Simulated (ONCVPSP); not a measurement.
# Pseudopotential generation for H: ONCV, PBE

Aim: build the potential from the settings below, then test how well it stands in for the atom: other configurations, scattering, ghost states and the plane-wave cutoff that it needs.

The numbers are computed with ONCVPSP 4.0.1 (PBE, scalar-relativistic, spin-unpolarised reference atom).

**1. The design**

The settings as typed:

| Item | Value |
| --- | --- |
| element | hydrogen (H, Z = 1) |
| type | optimised norm-conserving Vanderbilt (ONCV) |
| frozen core | none |
| valence charge | 1 |
| reference configuration | 1s0.5 (charge +0.5) |
| partial waves | 1s: rc 0.75 bohr, ncon 4, nbas 7, qcut 6.9 1/bohr, 2 projectors, debl 3.2 Ha; p scattering state at 0.18 Ha: rc 0.70 bohr, ncon 4, nbas 8, qcut 10.3 1/bohr, 1 projector |
| local potential | polynomial inside 0.45 bohr (lpopt 5, dvloc0 6 Ha) |
| core correction | not asked for |

An earlier all-electron run gives the scale for the radii.

All-electron outer shells of the reference configuration (PBE, scalar-relativistic, ld1.x):

| shell | level (eV) | outermost node (bohr) | outermost maximum (bohr) |
| --- | --- | --- | --- |
| 1s | -12.68 | – | 0.94 |

**2. The generation run**

The input, H.dat:

```
# ATOM AND REFERENCE CONFIGURATION
# atsym  z   nc   nv     iexc    psfile
  H 1.00    0    1        4      upf
#
#   n    l    f
    1    0    0.50
#
# PSEUDOPOTENTIAL AND OPTIMIZATION
# lmax
    1
#
#   l,   rc,      ep,       ncon, nbas, qcut
    0    0.75    0.00    4    7    6.90
    1    0.70    0.18    4    8   10.30
#
# LOCAL POTENTIAL
# lloc, lpopt,  rc(5),   dvloc0
    4    5    0.45    6.00
#
# VANDERBILT-KLEINMAN-BYLANDER PROJECTORs
# l, nproj, debl
    0    2    3.20
    1    1    1.80
#
# MODEL CORE CHARGE
# icmod, fcfact, rcfact
    0    0.00    0.00
#
# LOG DERIVATIVE ANALYSIS
# epsh1, epsh2, depsh
   -2.00    5.00    0.02
#
# OUTPUT GRID
# rlmax, drl
    6.00    0.01
#
# TEST CONFIGURATIONS
# ncnf
    1
# nvcnf
#   n    l    f
    1
    1    0    1.00
#
```

Run with:

```bash
$ oncvpsp.x < H.dat > H.out
```

Before running it: what results should come out? Wanted: cutoffs for 1 and 0.1 mHa per electron, occupied waves; bound ghosts; GHOST(+) flags; largest test error; largest phase difference near zero energy, channels read.

**Answer**, as computed:

| quantity | value |
| --- | --- |
| cutoffs for 1 and 0.1 mHa per electron, occupied waves | 26 Ha and 155 Ha |
| bound ghosts | none found |
| GHOST(+) flags | none at low energy |
| largest test error (AE − PS) | +0.4 meV, for 1s1 |
| largest phase difference near zero energy, channels read | 0.000 rad |

What this shows: The worst unpolarised test, 1s1, is off by 0.4 meV on 4.8 eV; by total energies transferability rates as very good. The potential is of middling hardness: the looser tolerance needs 26 Ha. The tighter tolerance needs 155 Ha, and converged work needs a cutoff nearer that. The program's ghost test flags no bound state. Near zero energy the phases of the channels with partial waves agree within 0.001 rad. These are tests on the free atom; a crystal test is still owed.
